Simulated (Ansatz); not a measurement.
# FH₅N₃V: a ladder of functionals and wavefunction methods

An exercise on one series of results from a longer session: the logs are not shown, and one member is left open.

Method: functionals in def2-TZVPP, the program's frozen cores in correlated methods; program: Ansatz 0.2.0, Gaussian basis.

The runs, in order: LDA (SPW92), PBE-D4, revPBE-D4, BLYP-D4, r2SCAN-D4, B97M-V, PBE0-D4, B3LYP-D4, r2SCANh-D4, r2SCAN0-D4, HSE06-D4, BHLYP-D4, CAM-B3LYP-D4, LC-ωPBE, ωB97X-V, ωB97M-V, B2PLYP, PBE-QIDH; CCSD(T)/def2-SVP; CCSD(T)/def2-TZVPP; MP2/def2-QZVPP; extrapolation to the limit; RPA on PBE.

### The geometry

The geometry comes from an earlier relaxation with PBE0-D4 in a triple-zeta def2 set; it is a stationary point, not always the lowest conformer.

SMILES `[NH]=[V]([NH2])([NH2])[F]`, 10 atoms, charge 0, spin multiplicity 1.

Atoms are counted from 1 here; the program's logs count them from 0.

Bond lengths: N1–V2 1.609 Å, N1–H6 1.012 Å, V2–N3 1.827 Å, V2–N4 1.827 Å, V2–F5 1.756 Å, N3–H7 1.011 Å, N3–H8 1.007 Å, N4–H9 1.011 Å, N4–H10 1.007 Å. Angles: V2–N1–H6 159.4°, N1–V2–N3 105.5°, N1–V2–N4 105.5°, N1–V2–F5 114.9°, N3–V2–N4 112.6°, N3–V2–F5 109.2°, N4–V2–F5 109.2°, V2–N3–H7 121.9°, V2–N3–H8 125.9°, H7–N3–H8 111.5°, V2–N4–H9 121.9°, V2–N4–H10 125.9°, H9–N4–H10 111.5°.

Set-up of the first run:

Contents of in.yaml:

```yaml
crystal:
  periodic: [false, false, false]
  atoms:
    - {symbol: N, position_ang: [-1.274244, 0.695160, 0.856699]}
    - {symbol: V, position_ang: [-0.377700, -0.022208, -0.270102]}
    - {symbol: N, position_ang: [0.252096, -1.551285, 0.507037]}
    - {symbol: N, position_ang: [0.953682, 1.165865, -0.663779]}
    - {symbol: F, position_ang: [-1.235617, -0.436197, -1.745003]}
    - {symbol: H, position_ang: [-2.085612, 1.100917, 1.305376]}
    - {symbol: H, position_ang: [0.922611, -2.149844, 0.043454]}
    - {symbol: H, position_ang: [0.103012, -1.833441, 1.461955]}
    - {symbol: H, position_ang: [1.719117, 0.926833, -1.280021]}
    - {symbol: H, position_ang: [1.105854, 2.053001, -0.212617]}
basis:
  gaussian: {orbitals: def2-TZVPP}
hamiltonian: {xc: lda}
output: {orbitals: {seedname: orbitals}}
```

On the command line:

```bash
> ansatz run in.yaml --threads 4 --pin off --events-out ev --progress --plain --max-ram 10444MiB
```

Steps of the session up to this table: LDA; PBE-D4 (GGA); revPBE-D4 (GGA); BLYP-D4 (GGA); r2SCAN-D4 (meta-GGA); B97M-V (meta-GGA); PBE0-D4 (hybrid); B3LYP-D4 (hybrid); r2SCANh-D4 (hybrid); r2SCAN0-D4 (hybrid); HSE06-D4 (hybrid); BHLYP-D4 (hybrid); CAM-B3LYP-D4 (range-separated); LC-ωPBE (range-separated); ωB97X-V (range-separated); ωB97M-V (range-separated); B2PLYP (double hybrid); PBE-QIDH (double hybrid).

One of the session's tables, all rows but one given; the rest of the session is left out.

It belongs to the step «Orbital energies across the functionals». 

```
  functional  HOMO (eV)  LUMO (eV)  gap (eV)
 LDA (SPW92)      -6.15      -2.68      3.47
      PBE-D4      -5.95      -2.47      3.49
   revPBE-D4      -5.88      -2.38      3.49
     BLYP-D4      -5.84      -2.39      3.44
   r2SCAN-D4      -6.24      -2.46      3.78
      B97M-V      -6.30      -2.50      3.80
     PBE0-D4      -7.30      -1.59      5.71
    B3LYP-D4          ?          ?         ?
  r2SCANh-D4      -6.75      -2.12      4.63
  r2SCAN0-D4      -7.51      -1.58      5.92
    HSE06-D4      -6.89      -1.97      4.92
    BHLYP-D4      -8.56      -0.59      7.97
CAM-B3LYP-D4      -8.69      -0.49      8.20
     LC-ωPBE     -10.03       0.71     10.73
     ωB97X-V      -9.66       0.65     10.31
     ωB97M-V      -9.58       0.62     10.20
```

Estimate the missing values for B3LYP-D4.

Worked estimate for «HOMO (eV)». Against the share of exact exchange, BLYP-D4 (0, -5.84), BHLYP-D4 (0.5, -8.56) give a slope of -5.44 per unit share; at 0.2 the line stands at -6.93.

The run gave: HOMO (eV): -7.07; LUMO (eV): -1.87; gap (eV): 5.21. In «HOMO (eV)» the line misses by +0.14.
